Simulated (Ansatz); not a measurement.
Crystal: MnPt2.

```
Pt Mn
1.0
     2.85840    0.00000    0.00000
    -1.42920    2.47545    0.00000
     0.00000    0.00000    6.53250
Pt Mn
2 1
Direct
  0.66667 0.33333 0.31621
  0.33333 0.66667 0.68379
  0.00000 0.00000 0.00000
```

The cell comes from a database or a generator and needn't be the stable form of this composition.

```yaml
Program: Ansatz 0.2.0
Task: single point
Functional: PBEsol
Potentials_or_basis: Ansatz PAW
Cutoff: "420 eV (not typed: the program's choice for these potentials)"
k_mesh: 11 × 11 × 4
Occupations: fermi-dirac, width 0.05 eV
Spin: collinear spin, ferromagnetic start
Starting_moments: "[0.0, 0.0, 4.0] μB"
```

On this cell: pressure -9.2 GPa; largest force 0.026 eV/Å; net moment 4.51 μB per cell; site moments Pt +0.30; Mn +3.71 μB; band gap on the k mesh none (metal or under the smearing width).

The same run follows on a disturbed copy (atoms moved at random, drawn with an rms of 0.05 Å):

```
Pt Mn
1.0
     2.85840    0.00000    0.00000
    -1.42920    2.47545    0.00000
     0.00000    0.00000    6.53250
Pt Mn
2 1
Direct
  0.66851 0.34989 0.31522
  0.34493 0.66798 0.68071
  0.96916 0.97238 0.99415
```

Task: What does the disturbed cell give?

Result: The energy (extrapolated to zero smearing) moves by +6.9 meV/atom; pressure -9.0 GPa; largest force 0.408 eV/Å; net moment 4.52 μB per cell; site moments Pt +0.30, +0.31; Mn +3.68 μB; band gap on the k mesh none (metal or under the smearing width).

Forces in eV/Å, atoms in the order of the input:
```
Pt  -0.006 -0.156 -0.178
Pt  -0.146 -0.083 -0.116
Mn   0.152  0.239  0.294
```

Stress tensor (GPa, compression positive):
```
-10.08   0.20   0.33
  0.20 -10.05  -0.03
  0.33  -0.03  -6.81
```

Caveats: the PAW data sets come from PBE, with cores solved anew for the run's functional, which leaves a small shift of forces and pressure.
